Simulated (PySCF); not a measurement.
# C2H4FGeN: the cost of one run

The runs use PySCF 2.14.0, with density-fitted response routines of our own; the level of theory stands in each step. All values are computed, except where a source is named. Atoms count from 0, in the outputs and in this text.

## Step 1: Starting geometry

9 atoms, charge 0, multiplicity 1; geometry from: GFN2-xTB. The atoms were then displaced at random by about 0.01 Å, so the start is not that level's minimum.

Bonds of the start (Å): C0–C1 1.22, C1–Ge2 1.93, Ge2–N3 1.75, Ge2–F4 1.74, C0–H5 1.04, Ge2–H6 1.50, N3–H7 1.02, N3–H8 1.00.

## Step 2: Geometry optimisation at PBE0-D3(BJ)/def2-SVP

What the job is given:

```
{"job": {"xc": "PBE0", "basis": "def2-SVP", "d3": "d3bj", "grid": 1, "shake": 0.01, "kind": "geom"}, "charge": 0, "multiplicity": 1}
C      2.425980     0.414350    -0.584170
C      1.319280     0.311490    -0.078290
Ge    -0.434690     0.087880     0.683340
N     -1.748160    -0.304480    -0.411910
F     -0.287320    -1.370290     1.628520
H      3.356600     0.556050    -1.021050
H     -0.774690     1.168970     1.659170
H     -2.013220     0.355750    -1.137380
H     -1.785980    -1.236870    -0.771950
```

Run with:

```console
$ OMP_NUM_THREADS=1 python probes_run.py task.json out
```

One launch serves the whole session: the jobs run in the order shown.

**Question.** How long does this first job take on 1 thread of Arm Neoverse V2, shared host, and how much memory does it need?

About 2 min, with a peak of 0.45 GiB.
